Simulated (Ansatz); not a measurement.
# BaP: the cost of one run

Method: DFT PBE, scalar-relativistic, plane waves, PAW, in Ansatz 0.2.0.

2 further runs of the same task are left out: 2 that didn't finish. Runs told in other sessions of the task aren't counted.

## (1) The structure to begin with

Symmetry: P6/mmm, No. 191, hexagonal system. The conventional cell has a = 5.028 Å, b = 5.028 Å, c = 5.117 Å, α = 90.00°, β = 90.00°, γ = 120.00°. Ba (site symmetry 6/mmm) has 2 P at 2.56 Å in its first shell of neighbours. Around P (site symmetry 6/mmm) lie 2 Ba at 2.56 Å.

As a file:

```
Ba P
1.0
     5.02810    0.00000    0.00000
    -2.51405    4.35446    0.00000
     0.00000    0.00000    5.11728
Ba P
1 1
Direct
  0.00000 0.00000 0.00000
  0.00000 0.00000 0.50000
```

The cell is invented: random cell by space group and Wyckoff sites (P6/mmm, No. 191). The dimensions are guesses.

## (2) A first look at the guess

Input file input.yaml:

```yaml
crystal:
  lattice:
    - [5.02810231, 0.0, 0.0]
    - [-2.51405115, 4.35446433, 0.0]
    - [0.0, 0.0, 5.11728229]
  atoms:
    - { symbol: Ba, position: [0.0, 0.0, 0.0] }
    - { symbol: P, position: [0.0, 0.0, 0.5] }
basis:
  ecutwfc: 420
kpoints:
  mp_grid: { grid: [6, 6, 4] }
hamiltonian:
  xc: pbe
scf:
  occupations: { method: gaussian, width: 0.1 }
  lower_state_search: "off"
output:
  forces: true
  stress: true
  eigenvalues: true
```

The run is started by

```console
> ansatz run input.yaml --threads 1 --pin off --max-ram 2560MiB --backend cpu --events-out ev --progress --plain --runs-dir out
```

What time and memory should one allow on 1 thread of Arm Neoverse N1, shared host?

About 4.7 s, with a peak of 0.34 GiB.
